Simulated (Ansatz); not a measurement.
**The Hf-Os system: small convex hull in Python**

A script is to give a small convex hull; the system is the Hf-Os system.

Program: Ansatz 0.2.0, driven from Python. Level of theory: DFT LDA, plane waves, PAW. These are calculated values, not measurements.

## Step 1: Starting point

HfOs3 Pm-3m: It takes space group Pm-3m (No. 221, cubic). The conventional cell has a = 3.974 Å, b = 3.974 Å, c = 3.974 Å, α = 90.00°, β = 90.00°, γ = 90.00°. Hf (site symmetry m-3m) has 12 Os at 2.81 Å as nearest neighbours. Os (site symmetry 4/mmm) is surrounded by 4 Hf at 2.81 Å and 8 Os at 2.81 Å.

HfOs Pm-3m: Symmetry: Pm-3m, No. 221, cubic system. The conventional cell has a = 3.239 Å, b = 3.239 Å, c = 3.239 Å, α = 90.00°, β = 90.00°, γ = 90.00°. Hf (site symmetry m-3m) has 8 Os at 2.81 Å as nearest neighbours. Around Os (site symmetry m-3m) lie 8 Hf at 2.81 Å.

Hf P6_3/mmc: Symmetry: P6_3/mmc, No. 194, hexagonal system. The conventional cell has a = 3.197 Å, b = 3.197 Å, c = 5.058 Å, α = 90.00°, β = 90.00°, γ = 120.00°. Hf (site symmetry -6m2) is surrounded by 12 Hf at 3.13 to 3.20 Å.

Os P6_3/mmc: Symmetry: P6_3/mmc, No. 194, hexagonal system. The conventional cell has a = 2.734 Å, b = 2.734 Å, c = 4.320 Å, α = 90.00°, β = 90.00°, γ = 120.00°. Os (site symmetry -6m2) is surrounded by 12 Os at 2.68 to 2.73 Å.

No structure file is read: the coordinates are typed or built in the script.

## Step 2: The script

run_hull.py reads:

```python
"""Convex hull of a few Hf-Os phases, after relaxing atoms and volume at fixed cell shape."""

from collections import Counter
import warnings

import ansatz as az
import numpy as np
from scipy.spatial import ConvexHull

PHASES = {
    "HfOs3 Pm-3m": (
        [(3.973561, 0.0, 0.0), (0.0, 3.973561, 0.0), (0.0, 0.0, 3.973561)],
        [
            ("Hf", (0.0, 0.0, 0.0)),
            ("Os", (0.5, 0.5, 0.0)),
            ("Os", (0.5, 0.0, 0.5)),
            ("Os", (0.0, 0.5, 0.5)),
        ],
    ),
    "HfOs Pm-3m": (
        [(3.239, 0.0, 0.0), (0.0, 3.239, 0.0), (0.0, 0.0, 3.239)],
        [
            ("Hf", (0.0, 0.0, 0.0)),
            ("Os", (0.5, 0.5, 0.5)),
        ],
    ),
    "Hf": (
        [(3.1967, 0.0, 0.0), (-1.59835, 2.768423, 0.0), (0.0, 0.0, 5.0578)],
        [
            ("Hf", (1 / 3, 2 / 3, 0.25)),
            ("Hf", (2 / 3, 1 / 3, 0.75)),
        ],
    ),
    "Os": (
        [(2.7341, 0.0, 0.0), (-1.36705, 2.3678, 0.0), (0.0, 0.0, 4.3197)],
        [
            ("Os", (1 / 3, 2 / 3, 0.25)),
            ("Os", (2 / 3, 1 / 3, 0.75)),
        ],
    ),
}


def build(vectors, sites):
    crystal = az.Crystal(lattice=az.Lattice.of(vectors))
    for symbol, position in sites:
        crystal = crystal.atom(symbol, position)
    return crystal


def solve(name, crystal):
    calc = crystal.calculation()
    calc = calc.functional("lda")
    calc = calc.basis(500).kpoints(spacing=0.3)
    calc = calc.occupations("fermi_dirac", width=0.1)
    calc = calc.relax(force_tolerance=0.02, fix_cell=["shape"])
    return calc.run(threads=1)


def counts(outcome):
    return Counter(site.symbol for site in outcome.lattice.sites)

def formation_energy(outcome, mu):
    n = counts(outcome)
    return (outcome.report["energy_sigma0_ev"] - sum(k * mu[element] for element, k in n.items())) / sum(n.values())


def main() -> None:
    warnings.simplefilter("ignore")

    phases = {name: build(*cell) for name, cell in PHASES.items()}

    done = {}
    for name, crystal in phases.items():
        done[name] = solve(name, crystal)
        print(f"{name}: {done[name].report['energy_sigma0_ev']:.4f} eV, {len(done[name].lattice.sites)} atoms")

    # energy of one atom in its reference phase
    references = {"Hf": "Hf", "Os": "Os"}
    mu = {element: done[name].report["energy_sigma0_ev"] / len(done[name].lattice.sites) for element, name in references.items()}
    points = sorted((counts(o)["Os"] / len(o.lattice.sites), formation_energy(o, mu), name) for name, o in done.items())

    xy = np.array([(x, e) for x, e, _ in points] + [(0.5, 10.0)])
    hull = sorted(tuple(xy[i]) for i in ConvexHull(xy).vertices if xy[i, 1] < 5)
    rows = [(name, x, e, e - np.interp(x, *zip(*hull))) for x, e, name in points]
    print("     phase       x(Os)  E_form (eV/atom)  above hull (eV/atom)")
    for row in rows:
        print(f"{str(row[0]):>10}  {row[1]:10.3f}  {row[2]:16.4f}  {row[3]:20.4f}")
    print("on the hull of these phases:", ", ".join(row[0] for row in rows if row[3] < 1e-6))


if __name__ == "__main__":
    main()
```

## Step 3: The calls as engine input

The engine receives this input (first run):

```yaml
crystal:
  lattice:
    - [3.973561, 0.0, 0.0]
    - [0.0, 3.973561, 0.0]
    - [0.0, 0.0, 3.973561]
  atoms:
    - { symbol: Hf, position: [0.0, 0.0, 0.0] }
    - { symbol: Os, position: [0.5, 0.5, 0.0] }
    - { symbol: Os, position: [0.5, 0.0, 0.5] }
    - { symbol: Os, position: [0.0, 0.5, 0.5] }
basis:
  ecutwfc: 500.0
kpoints:
  mp_grid:
    kspacing: 0.3
hamiltonian:
  xc: lda
scf:
  occupations:
    method: fermi_dirac
    width: 0.1
relax:
  f_tol: 0.02
  cell:
    fix: [shape]
```

## Step 4: Running it

On the command line:

```console
$ python run_hull.py
```

What it wrote:

```text
HfOs3 Pm-3m: -48832.6299 eV, 4 atoms
HfOs Pm-3m: -26596.6816 eV, 2 atoms
Hf: -30953.7180 eV, 2 atoms
Os: -22237.0117 eV, 2 atoms
     phase       x(Os)  E_form (eV/atom)  above hull (eV/atom)
        Hf       0.000            0.0000                0.0000
HfOs Pm-3m       0.500           -0.6584                0.0000
HfOs3 Pm-3m       0.750           -0.0633                0.2659
        Os       1.000            0.0000                0.0000
on the hull of these phases: Hf, HfOs Pm-3m, Os
```

Run time: 50 s. Hardware: 1 thread of Arm Neoverse V1, shared host; peak memory 0.48 GiB.

## Step 5: What each run gave

From the records of these 4 runs:

```
run           system  space group at the end  energy (eV/atom)  from the elements (meV/atom)  final volume (Å³/atom)  pressure (GPa)  SCF cycles in all  CPU time (s)
  1  HfOs3 (4 atoms)                   Pm-3m       -12208.1575                         -63.3                   14.96            0.00                 43            21
  2   HfOs (2 atoms)                   Pm-3m       -13298.3408                        -658.4                   16.42            0.00                 45           7.3
  3     Hf (2 atoms)                P6_3/mmc       -15476.8590                           0.0                   20.85            0.00                 35            14
  4     Os (2 atoms)                P6_3/mmc       -11118.5058                           0.0                   13.69            0.03                 31           5.5
```

Energies are extrapolated to zero smearing width, as in the script. Totals carry meaning only in balanced differences at one level of theory.

## Step 6: Path of the relaxation of run 1

Relaxation path:

```csv
step,energy from step 1 (eV/cell),largest force component (eV/Å),pressure (GPa),volume (Å³)
1,0.0000,0.0000,-13.83,62.74
2,0.5600,0.0000,41.77,54.00
3,-0.1276,0.0000,-2.55,60.31
4,-0.1315,0.0000,0.23,59.79
5,-0.1315,0.0000,0.00,59.83
6,-0.1311,0.0000,0.00,59.83
```

Step 1 is the start. Step 6 repeats the geometry before it on a plane-wave basis chosen anew for that cell, so its energy need not be comparable with the rows above. Step 2 was tried and not accepted.

|  | before | after | change |
| --- | --- | --- | --- |
| a (Å) | 3.974 | 3.911 | -1.6 % |
| b (Å) | 3.974 | 3.911 | -1.6 % |
| c (Å) | 3.974 | 3.911 | -1.6 % |
| volume (Å³/atom) | 15.68 | 14.96 | -4.6 % |
| shortest distance (Å) | 2.810 | 2.766 | -1.6 % |
| space group (0.01 Å) | Pm-3m | Pm-3m | same |

Forces and stress were held to the start's 48 operations: a distortion of lower symmetry was not tested.

## Step 7: Path of the relaxation of run 2

Step by step:

```csv
step,E - E(step 1) (eV/cell),largest force component (eV/Å),pressure (GPa),volume (Å³)
1,0.0000,0.0000,-8.12,33.98
2,0.2851,0.0000,33.48,29.54
3,-0.0293,0.0000,-1.33,33.01
4,-0.0300,0.0000,0.08,32.83
5,-0.0300,0.0000,0.00,32.84
6,-0.0299,0.0000,0.00,32.84
```

Step 1 is the start. Step 6 repeats the geometry before it on a plane-wave basis chosen anew for that cell, so its energy need not be comparable with the rows above. Step 2 was tried and not accepted.

|  | before | after | change |
| --- | --- | --- | --- |
| a (Å) | 3.239 | 3.202 | -1.1 % |
| b (Å) | 3.239 | 3.202 | -1.1 % |
| c (Å) | 3.239 | 3.202 | -1.1 % |
| volume (Å³/atom) | 16.99 | 16.42 | -3.4 % |
| shortest distance (Å) | 2.805 | 2.773 | -1.1 % |
| space group (0.01 Å) | Pm-3m | Pm-3m | same |

The run keeps the 48 symmetry operations of the start, so it could not have lowered the symmetry.

## Step 8: Results

| quantity | value |
| --- | --- |
| on the hull of these phases | Hf, HfOs Pm-3m, Os |
| runs compared | 4 |
| energy of HfOs3 (run 1) from the elements | -63 meV/atom |
| energy of HfOs (run 2) from the elements | -658 meV/atom |

What this shows: Among these few phases the hull runs through Hf, HfOs Pm-3m, Os; other phases, not tried, may lie lower. HfOs lies 658 meV/atom below its elements, the most of the cells tried. In run 1, over 3 moves the cell shrank by 4.6 % in volume, and the space group stayed Pm-3m. In run 2, over 3 moves the cell shrank by 3.4 % in volume, and the space group stayed Pm-3m. Reading the output:
- Spin is left out of this run.
- For the metals among these cells the mesh is coarse, so their volumes and pressures are rough.
- Atoms and volume are relaxed with the cell's shape held, which in cells of lower than cubic symmetry can hide stresses and shift volumes.
- Spin-orbit coupling, which matters for elements this heavy, is left out.
- Differences under about 40 meV an atom lie within the error of mesh and functional, so such verdicts may flip; only the cells listed enter the hull. Whether this is the phase that is stable at ambient conditions was not tested.
